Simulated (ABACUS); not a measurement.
# NaTb2Sc2FeO9 in ABACUS: the effect of functional

The system is NaTb2Sc2FeO9.

```
Na Tb Sc Fe O
1.0
     5.51552    0.00000    0.00000
    -2.75776    4.77658    0.00000
     0.00000    0.00000    7.15206
Na Tb Sc Fe O
1 2 2 1 9
Direct
  0.33333 0.66667 0.87937
  0.66667 0.33333 0.24251
  0.00000 0.00000 0.58367
  0.66667 0.33333 0.68018
  0.00000 0.00000 0.01334
  0.33333 0.66667 0.32408
  0.49989 0.99979 0.47080
  0.84457 0.68914 0.81328
  0.17537 0.35073 0.18001
  0.49989 0.50011 0.47080
  0.84457 0.15543 0.81328
  0.17537 0.82463 0.18001
  0.00021 0.50011 0.47080
  0.31086 0.15543 0.81328
  0.64927 0.82463 0.18001
```

The cell was built by a generator and needn't be a form met in nature.

Alike in all runs:

| Quantity | Value |
| --- | --- |
| Program | ABACUS 3.10.1 |
| Task | single point |
| Potentials or basis | PseudoDojo NC SR 0.4.1 PBE standard, lanthanides 3+ (f in core) |
| Cutoff | 1361 eV |
| Density cutoff | 5442 eV |
| Basis | DZP LCAO (the cutoffs set its grid) |
| k mesh | 6 × 6 × 4 |
| Occupations | fermi-dirac, width 0.05 eV |
| Spin | collinear spin, ferromagnetic start |
| Starting moments | [0.0, 0.0, 0.0, 0.0, 0.0, 3.0, 0.0, 0.0, 0.0, 0.0, 0.0, 0.0, 0.0, 0.0, 0.0] μB |

```csv
functional,largest force (eV/Å)
LDA,?
PBE,0.58
PBEsol,0.57
SOGGA,0.60
BLYP,0.53
```

Problem. What does the run with functional LDA give?

Solution. Largest force 0.46 eV/Å.

Caveats: the atomic orbitals were generated for these runs and aren't a published set; the magnetic or orbital state may not be the lowest; a cell with one magnetic atom can't hold antiferromagnetic order, which such compounds often take.
